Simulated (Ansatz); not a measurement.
# CH₆BNSi: one species, many methods

An exercise on one series of results from a longer session: the logs are not shown, and one member is left open.

The runs use Ansatz 0.2.0, Gaussian basis; functionals in def2-TZVPP, the program's frozen cores in correlated methods.

Plan: LDA (SPW92), PBE-D4, revPBE-D4, BLYP-D4, r2SCAN-D4, B97M-V, PBE0-D4, B3LYP-D4, r2SCANh-D4, r2SCAN0-D4, HSE06-D4, BHLYP-D4, CAM-B3LYP-D4, LC-ωPBE, ωB97X-V, ωB97M-V, B2PLYP, PBE-QIDH; CCSD(T)/def2-SVP; CCSD(T)/def2-TZVPP; MP2/def2-QZVPP; extrapolation to the limit; RPA on PBE.

### The relaxed structure

An earlier PBE0-D4 in a triple-zeta def2 set relaxation fixed the geometry.

SMILES `B1NC[SiH2]1`, 10 atoms, charge 0, spin multiplicity 1.

Atoms are counted from 1 here; the program's logs count them from 0.

Bond lengths: B1–N2 1.394 Å, B1–Si4 2.015 Å, B1–H5 1.192 Å, N2–C3 1.470 Å, N2–H6 1.013 Å, C3–Si4 1.925 Å, C3–H7 1.094 Å, C3–H8 1.094 Å, Si4–H9 1.490 Å, Si4–H10 1.490 Å. Angles: N2–B1–Si4 87.2°, N2–B1–H5 125.6°, Si4–B1–H5 147.3°, B1–N2–C3 110.8°, B1–N2–H6 128.8°, C3–N2–H6 120.4°, N2–C3–Si4 88.6°, N2–C3–H7 112.6°, N2–C3–H8 112.6°, Si4–C3–H7 116.6°, Si4–C3–H8 116.6°, H7–C3–H8 108.8°, B1–Si4–C3 73.5°, B1–Si4–H9 121.6°, B1–Si4–H10 121.6°, C3–Si4–H9 114.1°, C3–Si4–H10 114.1°, H9–Si4–H10 107.7°.

The first run:

in.yaml

```yaml
crystal:
  periodic: [false, false, false]
  atoms:
    - {symbol: B, position_ang: [-1.159632, 0.512928, -0.559158]}
    - {symbol: N, position_ang: [-0.899987, -0.698655, 0.078796]}
    - {symbol: C, position_ang: [0.507294, -0.777289, 0.497342]}
    - {symbol: Si, position_ang: [0.776887, 0.975733, -0.250732]}
    - {symbol: H, position_ang: [-2.213351, 0.851056, -1.003307]}
    - {symbol: H, position_ang: [-1.533807, -1.465788, 0.266244]}
    - {symbol: H, position_ang: [0.618692, -0.868987, 1.581345]}
    - {symbol: H, position_ang: [1.042784, -1.601427, 0.017839]}
    - {symbol: H, position_ang: [1.185091, 2.006327, 0.745394]}
    - {symbol: H, position_ang: [1.759130, 1.014901, -1.370864]}
basis:
  gaussian: {orbitals: def2-TZVPP}
hamiltonian: {xc: lda}
output: {orbitals: {seedname: orbitals}}
```

The run is started by

```sh
> ansatz run in.yaml --threads 2 --pin off --events-out ev --progress --plain --max-ram 4352MiB
```

Among the steps run: LDA; PBE-D4 (GGA); revPBE-D4 (GGA); BLYP-D4 (GGA); r2SCAN-D4 (meta-GGA); B97M-V (meta-GGA); PBE0-D4 (hybrid); B3LYP-D4 (hybrid); r2SCANh-D4 (hybrid); r2SCAN0-D4 (hybrid); HSE06-D4 (hybrid); BHLYP-D4 (hybrid); CAM-B3LYP-D4 (range-separated); LC-ωPBE (range-separated); ωB97X-V (range-separated); ωB97M-V (range-separated); B2PLYP (double hybrid); PBE-QIDH (double hybrid).

One table of the session follows, with a row left open; its other results are not shown here.

It belongs to the step «Orbital energies across the functionals». 

| functional | HOMO (eV) | gap (eV) |
| --- | --- | --- |
| LDA (SPW92) | -6.35 | 4.74 |
| PBE-D4 | -6.26 | 4.86 |
| revPBE-D4 | -6.22 | 4.91 |
| BLYP-D4 | -6.15 | 4.92 |
| r2SCAN-D4 | ? | ? |
| B97M-V | -6.59 | 5.36 |
| PBE0-D4 | -7.44 | 6.99 |
| B3LYP-D4 | -7.25 | 6.61 |
| r2SCANh-D4 | -6.93 | 6.13 |
| r2SCAN0-D4 | -7.59 | 7.29 |
| HSE06-D4 | -7.04 | 6.21 |
| BHLYP-D4 | -8.55 | 9.13 |
| CAM-B3LYP-D4 | -8.79 | 9.47 |
| LC-ωPBE | -10.13 | 11.94 |
| ωB97X-V | -9.79 | 11.50 |
| ωB97M-V | -9.58 | 11.06 |

Q: Estimate the row for r2SCAN-D4 from the others.

Worked estimate for «HOMO (eV)». Against the share of exact exchange, r2SCANh-D4 (0.1, -6.93), r2SCAN0-D4 (0.25, -7.59) give a slope of -4.40 per unit share; at 0 the line stands at -6.49.

As computed: HOMO (eV): -6.50; gap (eV): 5.36. In «HOMO (eV)» the line misses by +0.01.
